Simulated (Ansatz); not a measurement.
# TiAl: an axial (c/a) deformation path

An exercise on one series of results from a longer session: the logs are not shown, and one member is left open.

Method: DFT r2SCAN, scalar-relativistic, plane waves, PAW, in Ansatz 0.2.0.

## The structure to begin with

The structure is hexagonal, space group P-6m2 (No. 187). The conventional cell has a = 2.867 Å, b = 2.867 Å, c = 4.678 Å, α = 90.00°, β = 90.00°, γ = 120.00°. Ti (site symmetry -6m2) is surrounded by 6 Al at 2.87 Å and 6 Ti at 2.87 Å. Al (site symmetry -6m2) is surrounded by 6 Ti at 2.87 Å and 6 Al at 2.87 Å.

Coordinates:

```
CELL_PARAMETERS angstrom
2.86726 0.00000 0.00000
-1.43363 2.48312 0.00000
0.00000 0.00000 4.67808
ATOMIC_POSITIONS crystal
Ti 0.00000 0.00000 0.00000
Al 0.33333 0.66667 0.50000
```

It goes back to an entry of the Materials Project, which need not be the stable form.

No relaxation comes first: the listed cell is the starting point.

The first run:

The input, input.yaml:

```yaml
crystal:
  lattice:
    - [2.8672622327, 0.0, 0.0]
    - [-1.4336311163, 2.4831219328, 0.0]
    - [0.0, 0.0, 4.678083]
  atoms:
    - { symbol: Ti, position: [0.0, 0.0, 0.0] }
    - { symbol: Al, position: [0.3333333333, 0.6666666667, 0.5] }
basis:
  ecutwfc: 500
kpoints:
  mp_grid: { grid: [24, 24, 12] }
hamiltonian:
  xc: r2scan
scf:
  occupations: { method: gaussian, width: 0.15 }
output:
  forces: true
  stress: true
  eigenvalues: true
  write_density: true
  write_potential: true
  elf: true
  volumetric_format: npy
```

The run is started by

```bash
$ ansatz run input.yaml --threads 1 --pin off --max-ram 2560MiB --backend cpu --events-out ev --progress --plain --runs-dir out
```

Among the steps run: The reference: the undisturbed cell on the scan's mesh; ρ = 0.850; At ρ = 1.200; At ρ = 0.920; At ρ = 1.100; At ρ = 0.960; ρ = 1.050; Point ρ = 0.800; ρ = 1.300.

One of the session's tables, all rows but one given; the rest of the session is left out.

Collected from the runs (energy zero: the undisturbed cell):

```
    ρ  ΔE (meV/atom)  pressure (GPa)
0.800          198.6             3.9
0.850          103.5             2.3
0.920           23.2             0.3
0.960            3.2            -0.5
1.000            0.0            -1.1
1.050              ?               ?
1.100           65.0            -1.1
1.200          228.3             0.8
1.300          458.3             4.2
```

Q: Estimate the row for ρ = 1.050 from the others.

Worked estimate for «ΔE (meV/atom)». A straight line through the neighbours (1.000, 0.0) and (1.100, 65.0) gives 0.0 + (65.0 − 0.0) × (1.050 − 1.000) / (1.100 − 1.000) = 32.5; a parabola fitted to 4 rows on both sides gives 20.2.

**Answer.** ΔE (meV/atom): 19.4; pressure (GPa): -1.4. In «ΔE (meV/atom)» the line misses by +13.1 and the parabola by +0.8.
